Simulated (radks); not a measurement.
# Exchange and kinetic functionals tested on atomic densities: Ga²⁺, Mg, P³⁺, Si³⁺, Tc⁺, Eu⁺

One table from this session's results is given with a row withheld; the runs are named, their logs left out.

Program: radks (a radial shooting solver on a logarithmic mesh, Libxc functionals) version 1. Level of theory: non-relativistic Kohn-Sham, PBE, spin-polarised, spherical densities, point nucleus; open shells are filled with parallel spins first. These are calculated values, not measurements, unless marked.

## What is computed

| Property | Result |
| --- | --- |
| species | Ga²⁺ ([Ar] 3d10 4s1), Mg ([Ne] 3s2), P³⁺ ([Ne] 3s2), Si³⁺ ([Ne] 3s1), Tc⁺ ([Kr] 4d5 5s1), Eu⁺ ([Xe] 4f7 6s1) |

Set-up of the first run:

Settings of this run:

```text
Z 31
configuration [Ar] 3d10 4s1
relativity non-relativistic
functional pbe,pbe
spin polarised
nucleus point
```

Steps of the session up to this table: Ga²⁺, [Ar] 3d10 4s1.

One table of the session follows, with a row left open; its other results are not shown here.

Sizes of the orbitals, from the radial functions (bohr):

```
  level     <r>  outermost maximum (interpolated)  90 % within  nodes
  3s up  0.6629                             0.574        0.993      2
3s down  0.6624                             0.574        0.992      2
  3p up  0.6842                             0.571         1.05      1
3p down  0.6833                             0.571         1.05      1
  3d up  0.7979                             0.533         1.37      0
3d down       ?                                 ?            ?      ?
  4s up   2.101                              1.81         3.11      3
4s down   2.093                              1.80         3.09      3
```

Estimate the missing values for 3d down.

**Answer.** <r>: 0.7901; outermost maximum (interpolated): 0.532; 90 % within: 1.35; nodes: 0. In the column «<r>» it lies between 3p up (0.6842) and 3d up (0.7979).
